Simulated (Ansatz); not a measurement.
# GaTe3S: the cost of one run

Program: Ansatz 0.2.0. Level of theory: DFT PBE, scalar-relativistic, plane waves, PAW. These are calculated values, not measurements.

### 1 The system as given

Symmetry: Pm-3m, No. 221, cubic system. Conventional cell: a = 5.260 Å, b = 5.260 Å, c = 5.260 Å, α = 90.00°, β = 90.00°, γ = 90.00°. Around Ga (site symmetry m-3m) lie 12 Te at 3.72 Å. Te (site symmetry 4/mmm) has 2 S at 2.63 Å and 4 Ga at 3.72 Å and 8 Te at 3.72 Å in its first shell of neighbours. Around S (site symmetry m-3m) lie 6 Te at 2.63 Å.

Structure file:

```
CELL_PARAMETERS angstrom
5.26039 0.00000 0.00000
0.00000 5.26039 0.00000
0.00000 0.00000 5.26039
ATOMIC_POSITIONS crystal
Ga 0.00000 0.00000 0.00000
Te 0.00000 0.50000 0.50000
Te 0.50000 0.00000 0.50000
Te 0.50000 0.50000 0.00000
S 0.50000 0.50000 0.50000
```

Recipe of the guess: species swapped into a database cell of Pr3InO (Pm-3m, No. 221), with Te on the Pr sites, Ga on the In sites and S on the O sites. Lengths come from tabulated atomic sizes and are only a guess.

### 2 The guess as it stands, on a coarse mesh

input.yaml

```yaml
crystal:
  lattice:
    - [5.26039019, 0.0, 0.0]
    - [0.0, 5.26039019, 0.0]
    - [0.0, 0.0, 5.26039019]
  atoms:
    - { symbol: Ga, position: [0.0, 0.0, 0.0] }
    - { symbol: Te, position: [0.0, 0.5, 0.5] }
    - { symbol: Te, position: [0.5, 0.0, 0.5] }
    - { symbol: Te, position: [0.5, 0.5, 0.0] }
    - { symbol: S, position: [0.5, 0.5, 0.5] }
basis:
  ecutwfc: 420
kpoints:
  mp_grid: { grid: [4, 4, 4] }
hamiltonian:
  xc: pbe
scf:
  occupations: { method: gaussian, width: 0.1 }
  lower_state_search: "off"
output:
  forces: true
  stress: true
  eigenvalues: true
```

On the command line:

```
> ansatz run input.yaml --threads 1 --pin off --max-ram 2560MiB --backend cpu --events-out ev --progress --plain --runs-dir out
```

What time and memory should one allow on 1 thread of Intel Xeon at 2.50GHz (Skylake/Cascade Lake), shared host?

About 10 s, with a peak of 0.43 GiB.
